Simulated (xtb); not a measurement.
**CH3Cl2InO (InCl2(OMe)): GFN1-xTB**

Aim: the vertical ionisation energy of CH3Cl2InO (InCl2(OMe)) at GFN1-xTB, from 2 runs. 

The results are computed with xtb 6.7.1.

19 further runs of the same task are left out: 19 set aside as unsound or not needed.

**1. The system as given**

CH3Cl2InO: 8 atoms, total charge 0, spin state singlet. As SMILES, `C[O][In]([Cl])[Cl]`. The shape comes from GFN2-xTB, which is rough for such elements, and wasn't checked as a minimum.

Bond lengths: In1–Cl2 2.310 Å, In1–Cl3 2.288 Å, In1–O4 2.004 Å, O4–C5 1.406 Å, C5–H6 1.095 Å, C5–H7 1.095 Å, C5–H8 1.098 Å. Angles: Cl2–In1–Cl3 127.7°, Cl2–In1–O4 114.5°, Cl3–In1–O4 117.7°, In1–O4–C5 123.2°, O4–C5–H6 109.2°, O4–C5–H7 108.4°, O4–C5–H8 113.0°, H6–C5–H7 109.4°, H6–C5–H8 108.5°, H7–C5–H8 108.3°.

**2. Energy and gradient at GFN1-xTB**

The input, struc.xyz:

```xyz
8
InCl2(OMe)
In     0.469290     1.426670     0.635350
Cl     2.556570     0.509020     1.007520
Cl    -0.233680     3.549420     1.121450
O     -0.857410     0.170380    -0.188650
C     -0.538200    -1.146090    -0.566280
H     -0.615080    -1.237960    -1.654330
H     -1.254800    -1.824820    -0.092660
H      0.473320    -1.446620    -0.262410
```

Started as:

```console
$ xtb struc.xyz --grad --gfn 1 > struc.out 2> xtb.err
```

The program printed:

```text
* xtb version 6.7.1
[...]
          :  # basis functions                  44          :
[...]
          :  # electrons                        30          :
[...]
          :  Hamiltonian                  GFN1-xTB          :
[...]
          :  net charge                          0          :
          :  unpaired electrons                  0          :
[...]
   *** convergence criteria satisfied after 10 iterations ***
[...]
         ::                     SUMMARY                     ::
         :::::::::::::::::::::::::::::::::::::::::::::::::::::
         :: total energy             -18.528915401901 Eh    ::
         :: gradient norm              0.016499426201 Eh/a0 ::
         :: HOMO-LUMO gap              3.899721223532 eV    ::
         ::.................................................::
         :: SCC energy               -18.601049183659 Eh    ::
         :: -> electrostatic           0.052150622063 Eh    ::
         :: repulsion energy           0.074953040140 Eh    ::
         :: dispersion energy         -0.002819258382 Eh    ::
         :: halogen bond corr.         0.000000000000 Eh    ::
         :: add. restraining           0.000000000000 Eh    ::
         :: total charge               0.000000000000 e     ::
         :::::::::::::::::::::::::::::::::::::::::::::::::::::
[...]
        15        2.0000           -0.4316927             -11.7470 (HOMO)
        16                         -0.2883806              -7.8472 (LUMO)
[...]
     #   Z sym  total        # sym  WBO       # sym  WBO       # sym  WBO
 ---------------------------------------------------------------------------
     1  49      2.545 --     3      0.905     2      0.866     4      0.754
     2  17      1.242 --     1      0.866     3      0.204     4      0.156
     3  17      1.270 --     1      0.905     2      0.204     4      0.147
     4   8      2.083 --     5      0.973     1      0.754     2      0.156
                             3      0.147
     5   6      3.936 --     6      0.982     7      0.981     8      0.975
                             4      0.973
     6   1      1.015 --     5      0.982
     7   1      1.014 --     5      0.981
     8   1      1.012 --     5      0.975
 ---------------------------------------------------------------------------
[...]
          | TOTAL ENERGY              -18.528915401901 Eh   |
          | GRADIENT NORM               0.016499426201 Eh/α |
          | HOMO-LUMO GAP               3.899721223532 eV   |
           -------------------------------------------------
[...]
```

Standard error:

```text
normal termination of xtb
```

Wall time 0.034 s (1 thread of Arm Neoverse N1, shared host).

**3. The doublet cation**

The input, coord:

```
$coord
      0.886829573026      2.696015570220      1.200637493281  in
      4.831217118435      0.961908391957      1.903936865083  cl
     -0.441591200803      6.707431701269      2.119233362462  cl
     -1.620270076515      0.321971537114     -0.356496833411  o
     -1.017050600274     -2.165796214172     -1.070114109853  c
     -1.162332744735     -2.339405353242     -3.126230619752  h
     -2.371228341180     -3.448410026740     -0.175102022708  h
      0.894445169308     -2.733715606406     -0.495883032363  h
$end
```

Started as:

```console
$ xtb coord --grad --gfn 1 -c 1 --uhf 1 | tee out.txt
```

The program printed:

```text
* xtb version 6.7.1
[...]
          :  # basis functions                  44          :
[...]
          :  # electrons                        29          :
[...]
          :  Hamiltonian                  GFN1-xTB          :
[...]
          :  net charge                          1          :
          :  unpaired electrons                  1          :
[...]
   *** convergence criteria satisfied after 21 iterations ***
[...]
         ::                     SUMMARY                     ::
         :::::::::::::::::::::::::::::::::::::::::::::::::::::
         :: total energy             -17.995583998440 Eh    ::
         :: gradient norm              0.040086024333 Eh/a0 ::
         :: HOMO-LUMO gap              4.516292512352 eV    ::
         ::.................................................::
         :: SCC energy               -18.067717780196 Eh    ::
         :: -> electrostatic           0.116014881854 Eh    ::
         :: repulsion energy           0.074953040138 Eh    ::
         :: dispersion energy         -0.002819258382 Eh    ::
         :: halogen bond corr.         0.000000000000 Eh    ::
         :: add. restraining           0.000000000000 Eh    ::
         :: total charge               1.000000000000 e     ::
         :::::::::::::::::::::::::::::::::::::::::::::::::::::
[...]
        15        1.4361           -0.6247365             -16.9999 (HOMO)
        16                         -0.4587658             -12.4837 (LUMO)
[...]
     #   Z sym  total        # sym  WBO       # sym  WBO       # sym  WBO
 ---------------------------------------------------------------------------
     1  49      2.425 --     3      0.914     2      0.870     4      0.641
     2  17      1.284 --     1      0.870     3      0.258     4      0.123
     3  17      1.345 --     1      0.914     2      0.258     4      0.143
     4   8      2.000 --     5      1.041     1      0.641     3      0.143
                             2      0.123
     5   6      3.823 --     4      1.041     8      0.963     6      0.894
                             7      0.889
     6   1      0.932 --     5      0.894
     7   1      0.929 --     5      0.889
     8   1      0.994 --     5      0.963
 ---------------------------------------------------------------------------
[...]
          | TOTAL ENERGY              -17.995583998440 Eh   |
          | GRADIENT NORM               0.040086024333 Eh/α |
          | HOMO-LUMO GAP               4.516292512352 eV   |
           -------------------------------------------------
[...]
```

Standard error:

```text
normal termination of xtb
```

Run time: 0.038 s. Hardware: 1 thread of Arm Neoverse N1, shared host.

**4. Outcome**

At GFN1-xTB:

| quantity | value |
| --- | --- |
| singlet CH3Cl2InO: total energy | -18.52892 Eh |
| singlet CH3Cl2InO: dipole moment | 1.31 D |
| singlet CH3Cl2InO: HOMO energy | -11.75 eV |
| singlet CH3Cl2InO: LUMO energy | -7.85 eV |
| singlet CH3Cl2InO: HOMO–LUMO gap | 3.90 eV |
| singlet CH3Cl2InO: dispersion energy | -7.40 kJ/mol |
| singlet CH3Cl2InO: largest force on an atom | 0.611 eV/Å |
| doublet cation: total energy | -17.99558 Eh |
| doublet cation: HOMO energy (partly filled) | -17.00 eV |
| doublet cation: LUMO energy | -12.48 eV |
| doublet cation: dispersion energy | -7.40 kJ/mol |
| doublet cation: largest force on an atom | 1.416 eV/Å |
| vertical ionisation energy (to the doublet cation) | 14.513 eV |

What this shows: Removing an electron at fixed nuclei costs 14.51 eV (335 kcal/mol). The largest force (singlet CH3Cl2InO) is 0.61 eV/Å: the shape isn't a stationary point for this species at this level. No empirical shift is applied, and without it xTB methods put this difference several eV too high. Mulliken charges (singlet CH3Cl2InO) run from -0.51 on O4 to +0.59 on In1.
